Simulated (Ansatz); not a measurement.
# Fe3GeTe2: the cost of one run

Computed with Ansatz 0.2.0 (DFT PBE, scalar-relativistic, plane waves, PAW, unless a step's input says otherwise).

**1. The structure to begin with**

The structure is hexagonal, space group P6_3/mmc (No. 194). The conventional cell has a = 3.978 Å, b = 3.978 Å, c = 16.281 Å, α = 90.00°, β = 90.00°, γ = 120.00°. Fe (site symmetry 3m) has 4 Fe at 2.54 to 2.62 Å and 3 Ge at 2.62 Å and 3 Te at 2.66 Å as nearest neighbours. Around Fe (site symmetry -6m2) lie 3 Ge at 2.30 Å and 2 Te at 2.62 Å and 6 Fe at 2.62 Å. Ge (site symmetry -6m2) is surrounded by 9 Fe at 2.30 to 2.62 Å. Around Te (site symmetry 3m) lie 4 Fe at 2.62 to 2.66 Å.

Structure file:

```
Fe Ge Te
1.0
     3.97790    0.00000    0.00000
    -1.98895    3.44496    0.00000
     0.00000    0.00000   16.28100
Fe Ge Te
6 2 4
Direct
  0.00000 0.00000 0.67200
  0.00000 0.00000 0.32800
  0.00000 0.00000 0.82800
  0.00000 0.00000 0.17200
  0.66667 0.33333 0.75000
  0.33333 0.66667 0.25000
  0.33333 0.66667 0.75000
  0.66667 0.33333 0.25000
  0.66667 0.33333 0.58910
  0.33333 0.66667 0.41090
  0.33333 0.66667 0.08910
  0.66667 0.33333 0.91090
```

**2. Single point: Fe3GeTe2, moments ++++++**

The input, input.yaml:

```yaml
crystal:
  lattice:
    - [3.9779, 0.0, 0.0]
    - [-1.98895, 3.4449624537, 0.0]
    - [0.0, 0.0, 16.281]
  atoms:
    - { symbol: Fe, position: [0.0, 0.0, 0.672], spin: 2.2 }
    - { symbol: Fe, position: [0.0, 0.0, 0.328], spin: 2.2 }
    - { symbol: Fe, position: [0.0, 0.0, 0.828], spin: 2.2 }
    - { symbol: Fe, position: [0.0, 0.0, 0.172], spin: 2.2 }
    - { symbol: Fe, position: [0.6666666667, 0.3333333333, 0.75], spin: 1.5 }
    - { symbol: Fe, position: [0.3333333333, 0.6666666667, 0.25], spin: 1.5 }
    - { symbol: Ge, position: [0.3333333333, 0.6666666667, 0.75] }
    - { symbol: Ge, position: [0.6666666667, 0.3333333333, 0.25] }
    - { symbol: Te, position: [0.6666666667, 0.3333333333, 0.5891] }
    - { symbol: Te, position: [0.3333333333, 0.6666666667, 0.4109] }
    - { symbol: Te, position: [0.3333333333, 0.6666666667, 0.0891] }
    - { symbol: Te, position: [0.6666666667, 0.3333333333, 0.9109] }
magnetization:
  spin_polarized: true
scf:
  occupations: { method: fermi_dirac, width: 0.05 }
output:
  forces: true
  stress: true
  populations: true
  write_density: true
  write_potential: true
  elf: true
  volumetric_format: npy
hamiltonian:
  xc: pbe
kpoints:
  mp_grid: { grid: [12, 12, 3] }
```

Command:

```sh
$ ansatz run input.yaml --threads 4 --pin off --max-ram 10240MiB --backend cpu --events-out ev --progress --plain --runs-dir out
```

Q: Estimate wall time and peak memory on 4 threads of AMD EPYC 7R13 (Zen 3), shared host.

About 60 s, with a peak of 1.9 GiB.
